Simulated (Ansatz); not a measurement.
# CH₅BSSi: basis-set convergence

An exercise on one series of results from a longer session: the logs are not shown, and one member is left open.

The runs use Ansatz 0.2.0, Gaussian basis; one geometry, several basis sets.

Levels to be run: PBE0-D4/def2-SVP; ωB97M-V/def2-SVP; PBE0-D4/def2-QZVPP; ωB97M-V/def2-QZVPP; the functionals' def2-TZVPP values are taken from earlier runs.

### The geometry

The geometry comes from an earlier relaxation with PBE0-D4 in a triple-zeta def2 set; it is a stationary point, not always the lowest conformer.

9 atoms, charge 0, spin multiplicity 1.

Atoms are counted from 1 here; the program's logs count them from 0.

Bond lengths: S1–C2 1.802 Å, S1–B3 1.980 Å, S1–H5 1.353 Å, C2–B3 1.582 Å, C2–Si4 1.874 Å, C2–H6 1.083 Å, B3–Si4 1.942 Å, B3–H7 1.188 Å, Si4–H8 1.487 Å, Si4–H9 1.482 Å. Angles: C2–S1–B3 49.2°, C2–S1–H5 99.4°, B3–S1–H5 94.3°, S1–C2–B3 71.3°, S1–C2–Si4 100.4°, S1–C2–H6 117.5°, B3–C2–Si4 67.8°, B3–C2–H6 138.7°, Si4–C2–H6 138.3°, S1–B3–C2 59.6°, S1–B3–Si4 92.1°, S1–B3–H7 118.5°, C2–B3–Si4 63.3°, C2–B3–H7 135.9°, Si4–B3–H7 148.9°, C2–Si4–B3 48.9°, C2–Si4–H8 118.3°, C2–Si4–H9 110.6° and more.

Set-up of the first run:

The input, in.yaml:

```yaml
crystal:
  periodic: [false, false, false]
  atoms:
    - {symbol: S, position_ang: [-0.744102, 0.419598, -1.434633]}
    - {symbol: C, position_ang: [-0.256478, 0.670709, 0.282169]}
    - {symbol: B, position_ang: [0.880330, -0.146161, -0.453793]}
    - {symbol: Si, position_ang: [-0.166188, -1.106390, 0.871088]}
    - {symbol: H, position_ang: [-0.154467, 1.502515, -1.991354]}
    - {symbol: H, position_ang: [-0.406235, 1.656434, 0.704912]}
    - {symbol: H, position_ang: [1.942543, 0.104762, -0.924005]}
    - {symbol: H, position_ang: [-1.354732, -1.976807, 0.669443]}
    - {symbol: H, position_ang: [0.347930, -1.170758, 2.259073]}
basis:
  gaussian: {orbitals: def2-SVP}
hamiltonian: {xc: pbe0, dispersion: d4}
output: {orbitals: {seedname: orbitals}}
```

Started as:

```sh
ansatz run in.yaml --threads 2 --pin off --events-out ev --progress --plain --max-ram 4352MiB
```

Among the steps run: PBE0-D4 in def2-SVP; ωB97M-V in def2-SVP; PBE0-D4 in def2-QZVPP; ωB97M-V in def2-QZVPP.

One of the session's tables, all rows but one given; the rest of the session is left out.

It belongs to the step «Functionals by basis». 

```
functional       basis  HOMO (eV)  LUMO (eV)
   PBE0-D4    def2-SVP      -6.70      -0.05
   PBE0-D4  def2-TZVPP      -6.74      -0.39
   PBE0-D4  def2-QZVPP      -6.76      -0.50
   ωB97M-V    def2-SVP          ?          ?
   ωB97M-V  def2-TZVPP      -8.83       1.43
   ωB97M-V  def2-QZVPP      -8.84       1.12
```

**Question.** Estimate the row for ωB97M-V, def2-SVP.

As computed: HOMO (eV): -8.75; LUMO (eV): 1.91. In the column «HOMO (eV)» it lies between ωB97M-V, def2-TZVPP (-8.83) and PBE0-D4, def2-QZVPP (-6.76).
